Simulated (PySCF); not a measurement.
# NaTe−: from the state search to spectroscopic constants

The task here is to estimate one member of a computed series from the others.

Computed with PySCF 2.14.0. Level: Na def2-SVPD, Te def2-SVPD with ECP28, scalar-relativistic core potentials.

Set-up of the first run:

The job is set up so:

* atoms: Na, Te
* charge: -1
* basis: Na def2-SVPD, Te def2-SVPD with ECP28
* Hamiltonian: scalar-relativistic core potentials
* basis functions: 53
* electrons treated: 36
* masses in u: 22.9898, 129.9062
* levels: PBE0, PBE, r²SCAN, PW91, M06-2X, r²SCANh, HSE06, HF, MP2, SCS-MP2, CCSD, CCSD(T)
* grid: 80 radial by 434 angular points
* occupations: held fixed by the projection of orbital angular momentum
* dissociation limit: Na + Te−, each in its ground configuration
* starting distance in angstrom: 2.995
* values of 2S to try: 0, 2

Started as:

```bash
OMP_NUM_THREADS=1 python dia.py task.json out
```

Among the steps run: The job; The PBE0 curve of the state that the search chose; Other states along the same grid; PBE (GGA); r²SCAN (meta-GGA); PW91 (GGA); M06-2X (hybrid meta-GGA); r²SCANh; HSE06 (range-separated hybrid); RHF (mean field); MP2 and coupled cluster.

One table of the session follows, with a row left open; its other results are not shown here.

It belongs to the step «The curves together». Energy (eV) from each level's lowest point:

| R (Å) | RHF | RHF-MP2 | RHF-SCS-MP2 | RHF-CCSD | RHF-CCSD(T) |
| --- | --- | --- | --- | --- | --- |
| 2.349 | 0.577 | 0.622 | 0.627 | n/a | n/a |
| 2.459 | 0.264 | 0.300 | 0.304 | 0.292 | 0.313 |
| 2.568 | ? | ? | ? | ? | ? |
| 2.650 | 0.022 | 0.036 | 0.038 | 0.033 | 0.044 |
| 2.732 | 0.000 | 0.002 | 0.003 | 0.000 | 0.006 |
| 2.814 | 0.011 | 0.000 | 0.000 | 0.000 | 0.000 |
| 2.923 | 0.066 | 0.035 | 0.033 | 0.036 | 0.028 |
| 3.060 | 0.177 | 0.122 | 0.116 | 0.121 | 0.103 |
| 3.224 | 0.348 | 0.264 | 0.251 | 0.255 | 0.225 |
| 3.442 | 0.603 | 0.485 | 0.458 | n/a | n/a |

Estimate the missing values for R (Å) = 2.568.

Worked estimate for «RHF». A straight line through the neighbours (2.459, 0.264) and (2.650, 0.022) gives 0.264 + (0.022 − 0.264) × (2.568 − 2.459) / (2.650 − 2.459) = 0.126; a parabola fitted to 4 rows on both sides gives 0.083.

The run gave: RHF: 0.088; RHF-MP2: 0.112; RHF-SCS-MP2: 0.115; RHF-CCSD: 0.107; RHF-CCSD(T): 0.123. In «RHF» the line misses by +0.038 and the parabola by -0.005.

State 2 has its PBE0 minimum 0.47 eV higher. State 4 has its PBE0 minimum 0.91 eV higher. The other levels ran on the lowest alone.
